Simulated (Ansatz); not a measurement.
# SiC (Moissanite 3C): the cost of one run

Method: DFT, PBE, plane-wave PAW, default files, scalar-relativistic, in Ansatz 0.2.0.

### 1 The system as given

It takes space group F-43m (No. 216, cubic). Conventional cell: a = 4.358 Å, b = 4.358 Å, c = 4.358 Å, α = 90.00°, β = 90.00°, γ = 90.00°. Si (site symmetry -43m) is surrounded by 4 C at 1.89 Å. Around C (site symmetry -43m) lie 4 Si at 1.89 Å.

Coordinates:

```cif
data_structure
_symmetry_space_group_name_H-M 'P 1'
_symmetry_Int_Tables_number 1
_cell_length_a 3.0816
_cell_length_b 3.0816
_cell_length_c 3.0816
_cell_angle_alpha 60.000
_cell_angle_beta 60.000
_cell_angle_gamma 60.000
_cell_volume 20.69
loop_
_atom_site_label
_atom_site_type_symbol
_atom_site_fract_x
_atom_site_fract_y
_atom_site_fract_z
_atom_site_occupancy
Si1 Si 0.00000 0.00000 0.00000 1
C1 C 0.25000 0.25000 0.25000 1
```

### 2 Relaxing the atoms in the given cell

input.yaml

```yaml
crystal:
  lattice:
    - [0.0, 2.179, 2.179]
    - [2.179, 0.0, 2.179]
    - [2.179, 2.179, 0.0]
  atoms:
    - { symbol: Si, position: [0.0, 0.0, 0.0] }
    - { symbol: C, position: [0.25, 0.25, 0.25] }
kpoints:
  mp_grid: { grid: [11, 11, 11] }
scf:
  occupations: { method: fermi_dirac, width: 0.02 }
hamiltonian:
  xc: pbe
  pseudopotentials: { kind: paw }
output:
  forces: true
  stress: true
  populations: true
  efg: { contact_densities: true }
relax:
  f_tol: 0.02
  max_steps: 60
```

Run with:

```sh
ansatz run input.yaml --threads 1 --pin off --max-ram 2560MiB --backend cpu --events-out ev --progress --plain --runs-dir out
```

Q: Estimate wall time and peak memory on 1 thread of Arm Neoverse V2, shared host.

About 2.2 s, with a peak of 0.31 GiB.
